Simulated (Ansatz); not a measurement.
# CH₄Cl₂OSTi: one species, many methods

One table from this session's results is given with a row withheld; the runs are named, their logs left out.

Program: Ansatz 0.2.0, Gaussian basis. Level of theory: functionals in def2-TZVPP, the program's frozen cores in correlated methods. These are calculated values, not measurements.

Plan: LDA (SPW92), PBE-D4, revPBE-D4, BLYP-D4, r2SCAN-D4, B97M-V, PBE0-D4, B3LYP-D4, r2SCANh-D4, r2SCAN0-D4, HSE06-D4, BHLYP-D4, CAM-B3LYP-D4, LC-ωPBE, ωB97X-V, ωB97M-V, B2PLYP, PBE-QIDH; CCSD(T)/def2-SVP; CCSD(T)/def2-TZVPP; MP2/def2-QZVPP; extrapolation to the limit; RPA on PBE.

## The geometry

All runs share one geometry, relaxed beforehand with PBE0-D4 in a triple-zeta def2 set.

SMILES `C[S][Ti]([OH])([Cl])[Cl]`, 10 atoms, charge 0, spin multiplicity 1.

Atoms are counted from 1 here; the program's logs count them from 0.

Bond lengths: C1–S2 1.820 Å, C1–H7 1.089 Å, C1–H8 1.090 Å, C1–H9 1.089 Å, S2–Ti3 2.252 Å, Ti3–O4 1.762 Å, Ti3–Cl5 2.198 Å, Ti3–Cl6 2.186 Å, O4–H10 0.958 Å. Angles: S2–C1–H7 110.7°, S2–C1–H8 106.9°, S2–C1–H9 110.4°, H7–C1–H8 109.5°, H7–C1–H9 110.1°, H8–C1–H9 109.2°, C1–S2–Ti3 100.1°, S2–Ti3–O4 107.0°, S2–Ti3–Cl5 109.3°, S2–Ti3–Cl6 107.2°, O4–Ti3–Cl5 108.4°, O4–Ti3–Cl6 113.6°, Cl5–Ti3–Cl6 111.2°, Ti3–O4–H10 142.5°.

The first run:

in.yaml

```yaml
crystal:
  periodic: [false, false, false]
  atoms:
    - {symbol: C, position_ang: [-0.391124, -0.704864, -1.623204]}
    - {symbol: S, position_ang: [-1.094287, 0.796671, -0.873003]}
    - {symbol: Ti, position_ang: [0.138480, 0.910797, 1.007616]}
    - {symbol: O, position_ang: [0.313849, -0.735894, 1.609607]}
    - {symbol: Cl, position_ang: [2.136266, 1.688022, 0.520063]}
    - {symbol: Cl, position_ang: [-0.911558, 2.240588, 2.388830]}
    - {symbol: H, position_ang: [-0.411042, -1.533275, -0.916577]}
    - {symbol: H, position_ang: [-1.010093, -0.947663, -2.486652]}
    - {symbol: H, position_ang: [0.629585, -0.520022, -1.955454]}
    - {symbol: H, position_ang: [0.682924, -1.245659, 2.331673]}
basis:
  gaussian: {orbitals: def2-TZVPP}
hamiltonian: {xc: lda}
output: {orbitals: {seedname: orbitals}}
```

Steps of the session up to this table: LDA; PBE-D4 (GGA); revPBE-D4 (GGA); BLYP-D4 (GGA); r2SCAN-D4 (meta-GGA); B97M-V (meta-GGA); PBE0-D4 (hybrid); B3LYP-D4 (hybrid); r2SCANh-D4 (hybrid); r2SCAN0-D4 (hybrid); HSE06-D4 (hybrid); BHLYP-D4 (hybrid); CAM-B3LYP-D4 (range-separated); LC-ωPBE (range-separated); ωB97X-V (range-separated); ωB97M-V (range-separated); B2PLYP (double hybrid); PBE-QIDH (double hybrid).

One table of the session follows, with a row left open; its other results are not shown here.

It belongs to the step «Frontier levels by functional». 

| functional | HOMO (eV) | LUMO (eV) | gap (eV) |
| --- | --- | --- | --- |
| LDA (SPW92) | -6.40 | -3.99 | 2.41 |
| PBE-D4 | -6.27 | -3.77 | 2.50 |
| revPBE-D4 | -6.22 | -3.69 | 2.53 |
| BLYP-D4 | -6.11 | -3.63 | 2.48 |
| r2SCAN-D4 | -6.54 | -3.73 | 2.81 |
| B97M-V | -6.62 | -3.72 | 2.89 |
| PBE0-D4 | -7.45 | -2.89 | 4.56 |
| B3LYP-D4 | -7.21 | -3.11 | 4.11 |
| r2SCANh-D4 | -6.97 | -3.38 | 3.59 |
| r2SCAN0-D4 | -7.62 | -2.85 | 4.78 |
| HSE06-D4 | ? | ? | ? |
| BHLYP-D4 | -8.48 | -1.82 | 6.66 |
| CAM-B3LYP-D4 | -8.72 | -1.82 | 6.89 |
| LC-ωPBE | -10.07 | -0.81 | 9.26 |
| ωB97X-V | -9.72 | -0.79 | 8.93 |
| ωB97M-V | -9.56 | -0.77 | 8.79 |

Estimate the missing values for HSE06-D4.

The run gave: HOMO (eV): -7.05; LUMO (eV): -3.26; gap (eV): 3.79. In the column «HOMO (eV)» it lies between B3LYP-D4 (-7.21) and r2SCANh-D4 (-6.97).
